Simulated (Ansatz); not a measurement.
# Ga: properties at the relaxed cell

This session takes Ga and sets out to fit an equation of state.

Method: DFT PBEsol, scalar-relativistic, plane waves, PAW, in Ansatz 0.2.0.

## (1) The system as given

It takes space group Cmce (No. 64, orthorhombic). The conventional cell has a = 4.471 Å, b = 7.594 Å, c = 4.492 Å, α = 90.00°, β = 90.00°, γ = 90.00°. Ga (site symmetry m) is surrounded by 7 Ga at 2.48 to 2.76 Å.

Coordinates:

```
Ga
1.0
     2.23530   -3.79682    0.00000
     2.23530    3.79682    0.00000
     0.00000    0.00000    4.49223
Ga
4
Cartesian
  2.2353 -2.6122 0.3737
  2.2353 -1.1846 2.6198
  2.2353 2.6122 4.1185
  2.2353 1.1846 1.8724
```

This cell was relaxed beforehand with the same method: volume 19.06 Å³/atom, gap on the mesh none (metal).

## (2) The cell scaled to 0.97 of its volume

Input file input.yaml:

```yaml
crystal:
  lattice:
    - [2.2127206662, -3.7584685831, 0.0]
    - [2.2127206662, 3.7584685831, 0.0]
    - [0.0, 0.0, 4.4468476891]
  atoms:
    - { symbol: Ga, position: [0.8440003183, 0.1559996817, 0.0831894145] }
    - { symbol: Ga, position: [0.6559996817, 0.3440003183, 0.5831894145] }
    - { symbol: Ga, position: [0.1559996817, 0.8440003183, 0.9168105855] }
    - { symbol: Ga, position: [0.3440003183, 0.6559996817, 0.4168105855] }
basis:
  ecutwfc: 420
kpoints:
  mp_grid: { grid: [12, 12, 10] }
hamiltonian:
  xc: pbesol
scf:
  occupations: { method: gaussian, width: 0.1 }
output:
  forces: true
  stress: true
  eigenvalues: true
  write_density: true
  write_potential: true
  elf: true
  volumetric_format: npy
relax:
  adjacent_minimum: "off"
  f_tol: 0.01
  max_steps: 30
  cell: { stress_tol: 0.1, fix: [volume] }
```

Started as:

```sh
$ ansatz run input.yaml --threads 1 --pin off --max-ram 2560MiB --backend cpu --events-out ev --progress --plain --runs-dir out
```

## (3) Point at V/V0 = 1.03

input.yaml, as its differences from that of step 2:

```diff
@@ -2,5 +2,5 @@
   lattice:
-    - [2.2127206662, -3.7584685831, 0.0]
-    - [2.2127206662, 3.7584685831, 0.0]
-    - [0.0, 0.0, 4.4468476891]
+    - [2.2574341407, -3.8344177038, 0.0]
+    - [2.2574341407, 3.8344177038, 0.0]
+    - [0.0, 0.0, 4.5367072062]
   atoms:
@@ -22,6 +22,2 @@
   eigenvalues: true
-  write_density: true
-  write_potential: true
-  elf: true
-  volumetric_format: npy
 relax:
```

## (4) The cell scaled to 0.94 of its volume

Input file input.yaml:

```yaml
crystal:
  lattice:
    - [2.1879038363, -3.7258172271, 0.0]
    - [2.1879038363, 3.7258172271, 0.0]
    - [0.0, 0.0, 4.3963890149]
  atoms:
    - { symbol: Ga, position: [0.8442600414, 0.1557399586, 0.0830629792] }
    - { symbol: Ga, position: [0.6557399586, 0.3442600414, 0.5830629792] }
    - { symbol: Ga, position: [0.1557399586, 0.8442600414, 0.9169370208] }
    - { symbol: Ga, position: [0.3442600414, 0.6557399586, 0.4169370208] }
basis:
  ecutwfc: 420
kpoints:
  mp_grid: { grid: [12, 12, 10] }
hamiltonian:
  xc: pbesol
scf:
  occupations: { method: gaussian, width: 0.1 }
output:
  forces: true
  stress: true
  eigenvalues: true
relax:
  adjacent_minimum: "off"
  f_tol: 0.01
  max_steps: 30
  cell: { stress_tol: 0.1, fix: [volume] }
```

## (5) The cell scaled to 1.06 of its volume

Input file input.yaml:

```yaml
crystal:
  lattice:
    - [2.2808794578, -3.8646141103, 0.0]
    - [2.2808794578, 3.8646141103, 0.0]
    - [0.0, 0.0, 4.5847476106]
  atoms:
    - { symbol: Ga, position: [0.8437035704, 0.1562964296, 0.0832752308] }
    - { symbol: Ga, position: [0.6562964296, 0.3437035704, 0.5832752308] }
    - { symbol: Ga, position: [0.1562964296, 0.8437035704, 0.9167247692] }
    - { symbol: Ga, position: [0.3437035704, 0.6562964296, 0.4167247692] }
basis:
  ecutwfc: 420
kpoints:
  mp_grid: { grid: [12, 12, 10] }
hamiltonian:
  xc: pbesol
scf:
  occupations: { method: gaussian, width: 0.1 }
output:
  forces: true
  stress: true
  eigenvalues: true
relax:
  adjacent_minimum: "off"
  f_tol: 0.01
  max_steps: 30
  cell: { stress_tol: 0.1, fix: [volume] }
```

## (6) Point at V/V0 = 0.91

Input file input.yaml:

```yaml
crystal:
  lattice:
    - [2.1624069363, -3.6900946879, 0.0]
    - [2.1624069363, 3.6900946879, 0.0]
    - [0.0, 0.0, 4.3479495163]
  atoms:
    - { symbol: Ga, position: [0.8444722126, 0.1555277874, 0.0830363724] }
    - { symbol: Ga, position: [0.6555277874, 0.3444722126, 0.5830363724] }
    - { symbol: Ga, position: [0.1555277874, 0.8444722126, 0.9169636276] }
    - { symbol: Ga, position: [0.3444722126, 0.6555277874, 0.4169636276] }
basis:
  ecutwfc: 420
kpoints:
  mp_grid: { grid: [12, 12, 10] }
hamiltonian:
  xc: pbesol
scf:
  occupations: { method: gaussian, width: 0.1 }
output:
  forces: true
  stress: true
  eigenvalues: true
relax:
  adjacent_minimum: "off"
  f_tol: 0.01
  max_steps: 30
  cell: { stress_tol: 0.1, fix: [volume] }
```

## (7) Point at V/V0 = 1.10

Input file input.yaml:

```yaml
crystal:
  lattice:
    - [2.3107018792, -3.9089578707, 0.0]
    - [2.3107018792, 3.9089578707, 0.0]
    - [0.0, 0.0, 4.6430762354]
  atoms:
    - { symbol: Ga, position: [0.8434589398, 0.1565410602, 0.083123842] }
    - { symbol: Ga, position: [0.6565410602, 0.3434589398, 0.583123842] }
    - { symbol: Ga, position: [0.1565410602, 0.8434589398, 0.916876158] }
    - { symbol: Ga, position: [0.3434589398, 0.6565410602, 0.416876158] }
basis:
  ecutwfc: 420
kpoints:
  mp_grid: { grid: [12, 12, 10] }
hamiltonian:
  xc: pbesol
scf:
  occupations: { method: gaussian, width: 0.1 }
output:
  forces: true
  stress: true
  eigenvalues: true
relax:
  adjacent_minimum: "off"
  f_tol: 0.01
  max_steps: 30
  cell: { stress_tol: 0.1, fix: [volume] }
```

## (8) The cell scaled to 0.88 of its volume

Input file input.yaml:

```yaml
crystal:
  lattice:
    - [2.1357655558, -3.654363342, 0.0]
    - [2.1357655558, 3.654363342, 0.0]
    - [0.0, 0.0, 4.2986828512]
  atoms:
    - { symbol: Ga, position: [0.8447129989, 0.1552870011, 0.0829761814] }
    - { symbol: Ga, position: [0.6552870011, 0.3447129989, 0.5829761814] }
    - { symbol: Ga, position: [0.1552870011, 0.8447129989, 0.9170238186] }
    - { symbol: Ga, position: [0.3447129989, 0.6552870011, 0.4170238186] }
basis:
  ecutwfc: 420
kpoints:
  mp_grid: { grid: [12, 12, 10] }
hamiltonian:
  xc: pbesol
scf:
  occupations: { method: gaussian, width: 0.1 }
output:
  forces: true
  stress: true
  eigenvalues: true
relax:
  adjacent_minimum: "off"
  f_tol: 0.01
  max_steps: 30
  cell: { stress_tol: 0.1, fix: [volume] }
```

(Steps that only read results are left out.)

What does the calculation give? Wanted: equilibrium volume of the fit; bulk modulus.

As calculated:

| quantity | value |
| --- | --- |
| equilibrium volume of the fit | 19.06 Å³/atom |
| bulk modulus | 60 GPa |
| its pressure derivative | 5.2 |

In words: The fit puts the minimum at 19.06 Å³/atom with B = 60 GPa and B' = 5.2.
